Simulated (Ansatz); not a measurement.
# H4O2SZn: the cost of one run

All numbers below are computed with Ansatz 0.2.0 (RKS B3LYP-D4/def2-SVP).

## 1. Starting point

Bond lengths: Zn1–O2 2.198 Å, Zn1–O3 1.743 Å, Zn1–S5 2.652 Å, O2–H6 0.958 Å, O3–H7 0.956 Å, S5–H8 1.325 Å. Angles: Zn1–O2–H6 119.3°, O2–Zn1–O3 115.0°, O2–Zn1–S5 72.5°, O3–Zn1–S5 150.2°, Zn1–O3–H7 121.2°, Zn1–S5–H8 96.7°.

Coordinates:

```xyz
8

Zn   -0.6146    0.3058   -0.5779
O     0.2889   -1.3120    0.6034
O    -0.8668   -0.0644   -2.2623
H     0.8637   -0.3588    1.2159
S     0.8317    1.4311    1.3396
H     0.9742   -1.8536    0.2093
H    -1.3930    0.5046   -2.8216
H    -0.0841    1.3472    2.2937
```

## 2. Pulling towards end A

Springs on the bonds that form and break draw the guess towards this end; the thresholds are loose.

The input, input.yaml:

```yaml
crystal:
  periodic: [false, false, false]
  atoms:
    - { symbol: Zn, position_ang: [-0.6146, 0.3058, -0.5779] }
    - { symbol: O, position_ang: [0.2889, -1.312, 0.6034] }
    - { symbol: O, position_ang: [-0.8668, -0.0644, -2.2623] }
    - { symbol: H, position_ang: [0.8637, -0.3588, 1.2159] }
    - { symbol: S, position_ang: [0.8317, 1.4311, 1.3396] }
    - { symbol: H, position_ang: [0.9742, -1.8536, 0.2093] }
    - { symbol: H, position_ang: [-1.393, 0.5046, -2.8216] }
    - { symbol: H, position_ang: [-0.0841, 1.3472, 2.2937] }
basis:
  gaussian: { orbitals: def2-SVP }
hamiltonian:
  xc: b3lyp
  dispersion: d4
relax:
  f_tol: 0.15
  max_steps: 25
  restrain:
    - { distance: [0, 4], at: 3.57, k: 30.0 }
    - { distance: [3, 1], at: 2.27, k: 30.0 }
    - { distance: [0, 1], at: 1.88, k: 30.0 }
    - { distance: [3, 4], at: 1.36, k: 30.0 }
```

Started as:

```
ansatz run input.yaml --threads 2 --pin off --max-ram 3072MiB --backend cpu --events-out ev --progress --plain --runs-dir out
```

**Question.** How long does this run take on 2 threads of Arm Neoverse V1, shared host, and how much memory does it need?

About 32 s, with a peak of 0.21 GiB.
